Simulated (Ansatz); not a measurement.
Run this with Ansatz's Python interface and show what comes out.

The script, `deck_rbyo3.py`:
```python
# -*- coding: utf-8 -*-
"""RbYO3 from an input typed as a mapping."""

from collections import Counter

import ansatz as az

settings = {
    "crystal": {
        "lattice": [[4.543095, 0.0, 0.0], [0.0, 4.543095, 0.0], [0.0, 0.0, 4.543095]],
        "atoms": [
            {"symbol": "Rb", "position": [0.0, 0.0, 0.0]},
            {"symbol": "Y", "position": [0.5, 0.5, 0.5]},
            {"symbol": "O", "position": [0.5, 0.5, 0.0]},
            {"symbol": "O", "position": [0.5, 0.0, 0.5]},
            {"symbol": "O", "position": [0.0, 0.5, 0.5]},
        ],
    },
    "kpoints": {"mp_grid": {"grid": [5, 5, 5]}},
    "hamiltonian": {"xc": "pbesol"},
    "scf": {
        "occupations": {"method": "fermi_dirac", "width": 0.1},
        "mixing": {"preconditioner": "kerker_dos"},
    },
    "output": {"stress": True, "eigenvalues": True},
}

out = az.Session.from_dict(settings).plan().execute()
data = out.report

n_atoms = len(data["lattice"]["sites"])
print("F =", round(data["free_energy_ev"], 4), "eV for", n_atoms, "atoms")
print("E(sigma -> 0) =", round(data["energy_sigma0_ev"], 4), "eV, TS =", round(data["entropy_ts_ev"], 5), "eV")
print("closed by", data["closed_by"], "after", data["n_iterations"], "iterations")

print("band  energy (eV)  occupation (first spin channel), at k =", data["kpoints_frac"][0])
for band, (e, occ) in enumerate(zip(data["eigenvalues_ev"][0], data["occupations"][0]), start=1):
    print(f"{band:4d} {e:12.4f} {occ:9.4f}")

gap = None if "band_edges_ev" not in data else data["band_edges_ev"][1] - data["band_edges_ev"][0]
print("gap on the k mesh:", "withheld (metal, or smearing too wide to tell)" if gap is None else f"{gap:.3f} eV")
print("lowest empty less highest filled band, by band count:", round(data["gap_by_band_count_ev"], 3), "eV")

told = Counter((n["data"]["severity"], n["data"]["kind"]) for n in out.notices if n["event"] == "notice")
for (severity, kind), count in sorted(told.items()):
    print(f"{severity:8s} {kind} x{count}")
```

Output of `python deck_rbyo3.py`:
```text
DeckWarning: basis.ecutwfc = 420 eV, auto-derived from the records' recommended cutoffs: set by Rb (normal level)
F = -8696.0162 eV for 5 atoms
E(sigma -> 0) = -8695.8796 eV, TS = 0.27324 eV
closed by deck_thresholds after 11 iterations
band  energy (eV)  occupation (first spin channel), at k = [0.0, 0.0, 0.0]
   1     -35.0229    2.0000
   2     -19.9798    2.0000
   3     -15.2082    2.0000
   4     -15.2082    2.0000
   5     -15.2082    2.0000
   6     -11.4938    2.0000
   7     -11.2927    2.0000
   8     -11.2927    2.0000
   9      -4.0945    2.0000
  10      -4.0945    2.0000
  11      -4.0945    2.0000
  12       3.1535    1.9989
  13       3.1535    1.9989
  14       3.1535    1.9989
  15       3.6049    1.9071
  16       3.6049    1.9071
  17       3.6049    1.9071
  18       3.9930    0.5949
  19       3.9930    0.5949
  20       3.9930    0.5949
  21       9.3607    0.0000
  22       9.8017    0.0000
  23       9.8017    0.0000
  24       9.8017    0.0000
gap on the k mesh: withheld (metal, or smearing too wide to tell)
lowest empty less highest filled band, by band count: -0.289 eV
audit    band_cg_iterations x1
```
(Warnings from the package without file and line, repeats left out.)

Notes:
- These settings explore the input space; cutoff and mesh may be short of convergence.
- The run is spin-unpolarised.
- The computed bands are complete only to about 5.9 eV above the Fermi level.
- For a metal this k-point mesh is coarse: on a finer one energies can move by several to tens of meV an atom and pressures by half a GPa or more, differences at one mesh by less.
- A gap by band count of zero or less means overlapping bands, a metal.
- This cell is a computed structure, which may not be the phase found in nature.
- Levels are Kohn-Sham eigenvalues on this mesh, without spin-orbit coupling.
- The whole script took 0.9 s on 1 thread of AMD EPYC 9R45 96-Core Processor (Zen 5), with other jobs on the host, peak memory 0.4 GiB.

(Lines on the test bed's own set-up are left out of the output.)
